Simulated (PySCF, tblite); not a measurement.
# C₅H₉FS₃Si: geometry, infrared bands and NMR shifts

Aim: predict the infrared bands and NMR shifts of C₅H₉FS₃Si (`CS/C(=C\F)[SiH]1SCCS1`).

Programs: tblite 0.8.0 and PySCF 2.14.0, with density-fitted response routines of our own. Each step states its level of theory. These are calculated values for one molecule in the gas phase, unless marked as measured. Atoms count from 0, in the outputs and in this text.

## (1) Starting geometry

19 atoms, charge 0, multiplicity 1; geometry from: force field or distance geometry start.

Bonds of the start (Å): C0–S1 1.83, S1–C2 1.74, C2–C3 1.34, C3–F4 1.34, C2–Si5 1.85, Si5–S6 2.15, S6–C7 1.83, C7–C8 1.53, C8–S9 1.82, S9–Si5 2.16, C0–H10 1.08, C0–H11 1.10, C0–H12 1.08, C3–H13 1.08, Si5–H14 1.49, C7–H15 1.10, C7–H16 1.10, C8–H17 1.10, C8–H18 1.10.

## (2) Relaxing the molecule with GFN2-xTB

The job: settings as JSON, then the geometry in Å.

```
{"job": {"kind": "relax", "xc": "GFN2-xTB", "basis": "xTB"}, "charge": 0, "multiplicity": 1}
C      3.469100     0.086800     0.640300
S      2.561200     1.485600    -0.106500
C      1.113200     0.675000    -0.619200
C      1.127500    -0.222700    -1.614000
F      2.261400    -0.591500    -2.230900
Si    -0.443200     1.191600     0.242200
S     -2.179200     0.873300    -0.978100
C     -3.159000    -0.059300     0.251700
C     -2.284100    -1.065900     1.005200
S     -0.877900    -0.229600     1.806300
H      4.381200     0.457800     1.092700
H      2.854600    -0.388100     1.422700
H      3.717700    -0.651500    -0.106700
H      0.293800    -0.778100    -2.018000
H     -0.452200     2.577200     0.797900
H     -3.967200    -0.591000    -0.269900
H     -3.639600     0.644800     0.942000
H     -1.909800    -1.842300     0.327500
H     -2.877200    -1.562800     1.784500
```

Started as:

```bash
> OMP_NUM_THREADS=1 python probes_run.py task.json out
```

The driver reads the jobs from task.json and runs them one after another.

**Question.** This job is followed by: GFN2-xTB harmonic vibrations, gas phase; GIAO PBE0/pcSseg-1 NMR shielding, non-relativistic, gas phase. What will the session give for the following? strongest single infrared mode (GFN2-xTB); zero-point energy (GFN2-xTB); ¹³C shifts against TMS (PBE0/pcSseg-1, means over atoms taken as alike); ¹H shifts against TMS (PBE0/pcSseg-1, means over atoms taken as alike); ³³S shifts against CS2 (PBE0/pcSseg-1, means over atoms taken as alike); ¹⁹F shifts against CFCl3 (PBE0/pcSseg-1); ²⁹Si shifts against TMS (PBE0/pcSseg-1); surface potential, 1st and 99th percentile.

The runs gave:

| quantity | value |
| --- | --- |
| strongest single infrared mode (GFN2-xTB) | 592 cm⁻¹, 205 km/mol |
| zero-point energy (GFN2-xTB) | 81.2 kcal/mol |
| ¹³C shifts against TMS (PBE0/pcSseg-1, means over atoms taken as alike) | 160.4, 116.4, 41.3, 23.2 ppm |
| ¹H shifts against TMS (PBE0/pcSseg-1, means over atoms taken as alike) | 7.15, 5.68, 2.88, 2.81, 2.71 ppm |
| ³³S shifts against CS2 (PBE0/pcSseg-1, means over atoms taken as alike) | 13, -116 ppm |
| ¹⁹F shifts against CFCl3 (PBE0/pcSseg-1) | -124.3 ppm |
| ²⁹Si shifts against TMS (PBE0/pcSseg-1) | 17.9 ppm |
| surface potential, 1st and 99th percentile | -0.87 V and 1.11 V |

What this shows: The optimisation took 164 steps and gained 0.233 eV; among the close pairs (by a distance rule), Si5–H14 changed most, from 1.493 to 1.457 Å. No mode is imaginary among the 51: a minimum at this level. The strongest single mode, at 592 cm⁻¹, moves mainly H14. Unscaled tight-binding wavenumbers are off by several per cent, some by more. Its intensities can rank the bands wrongly. H13 (hydrogen on an alkene CH) lies farthest downfield among hydrogen, at 7.15 ppm; olefinic region. By nearest atom (PBE0/pcSseg-1), the HOMO sits on S1 51 %; C3 20 % and the LUMO on Si5 17 %; C2, C3 about 17 % each.
